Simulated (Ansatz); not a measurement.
**C₂H₃ClSi: up Jacob's ladder to CCSD(T)**

One table from this session's results is given with a row withheld; the runs are named, their logs left out.

Method: functionals in def2-TZVPP, the program's frozen cores in correlated methods; program: Ansatz 0.2.0, Gaussian basis.

The runs, in order: LDA (SPW92), PBE-D4, revPBE-D4, BLYP-D4, r2SCAN-D4, B97M-V, PBE0-D4, B3LYP-D4, r2SCANh-D4, r2SCAN0-D4, HSE06-D4, BHLYP-D4, CAM-B3LYP-D4, LC-ωPBE, ωB97X-V, ωB97M-V, B2PLYP, PBE-QIDH; CCSD(T)/def2-SVP; CCSD(T)/def2-TZVPP; MP2/def2-QZVPP; extrapolation to the limit; RPA on PBE.

1 further run of the same task is left out (it didn't finish).

### The relaxed structure

The geometry comes from an earlier relaxation with PBE0-D4 in a triple-zeta def2 set; it is a stationary point, not always the lowest conformer.

SMILES `Cl[SiH]1C=C1`, 7 atoms, charge 0, spin multiplicity 1.

Atoms are counted from 1 here; the program's logs count them from 0.

Bond lengths: Cl1–Si2 2.048 Å, Si2–C3 1.787 Å, Si2–C4 1.787 Å, Si2–H5 1.473 Å, C3–C4 1.341 Å, C3–H6 1.083 Å, C4–H7 1.083 Å. Angles: Cl1–Si2–C3 122.2°, Cl1–Si2–C4 122.2°, Cl1–Si2–H5 107.1°, C3–Si2–C4 44.1°, C3–Si2–H5 124.7°, C4–Si2–H5 124.7°, Si2–C3–C4 68.0°, Si2–C3–H6 157.2°, C4–C3–H6 134.8°, Si2–C4–C3 68.0°, Si2–C4–H7 157.2°, C3–C4–H7 134.8°.

Set-up of the first run:

in.yaml

```yaml
crystal:
  periodic: [false, false, false]
  atoms:
    - {symbol: Cl, position_ang: [-1.827063, -1.759344, -0.559288]}
    - {symbol: Si, position_ang: [-0.694585, -0.052909, -0.520917]}
    - {symbol: C, position_ang: [0.282876, 0.410234, 0.902146]}
    - {symbol: C, position_ang: [1.041133, -0.070567, -0.094293]}
    - {symbol: H, position_ang: [-1.317916, 0.900508, -1.455289]}
    - {symbol: H, position_ang: [0.477428, 0.766235, 1.906720]}
    - {symbol: H, position_ang: [2.099427, -0.262258, -0.224775]}
basis:
  gaussian: {orbitals: def2-TZVPP}
hamiltonian: {xc: lda}
output: {orbitals: {seedname: orbitals}}
```

On the command line:

```bash
$ ansatz run in.yaml --threads 2 --pin off --events-out ev --progress --plain --max-ram 4352MiB
```

Steps of the session up to this table: LDA; PBE-D4 (GGA); revPBE-D4 (GGA); BLYP-D4 (GGA); r2SCAN-D4 (meta-GGA); B97M-V (meta-GGA); PBE0-D4 (hybrid); B3LYP-D4 (hybrid); r2SCANh-D4 (hybrid); r2SCAN0-D4 (hybrid); HSE06-D4 (hybrid); BHLYP-D4 (hybrid); CAM-B3LYP-D4 (range-separated); LC-ωPBE (range-separated); ωB97X-V (range-separated); ωB97M-V (range-separated); B2PLYP (double hybrid); PBE-QIDH (double hybrid).

One table of the session follows, with a row left open; its other results are not shown here.

It belongs to the step «Frontier levels by functional». 

```
  functional  HOMO (eV)  gap (eV)
 LDA (SPW92)      -6.55      4.63
      PBE-D4      -6.44      4.78
   revPBE-D4      -6.40      4.83
     BLYP-D4      -6.31      4.82
   r2SCAN-D4      -6.69      5.28
      B97M-V      -6.75      5.45
     PBE0-D4          ?         ?
    B3LYP-D4      -7.44      6.65
  r2SCANh-D4      -7.13      6.12
  r2SCAN0-D4      -7.81      7.37
    HSE06-D4      -7.26      6.29
    BHLYP-D4      -8.78      9.37
CAM-B3LYP-D4      -8.98      9.60
     LC-ωPBE     -10.32     12.12
     ωB97X-V      -9.97     11.69
     ωB97M-V      -9.80     11.38
```

**Question.** Estimate the row for PBE0-D4.

The run gave: HOMO (eV): -7.66; gap (eV): 7.07. In the column «HOMO (eV)» it lies between r2SCAN0-D4 (-7.81) and B3LYP-D4 (-7.44).
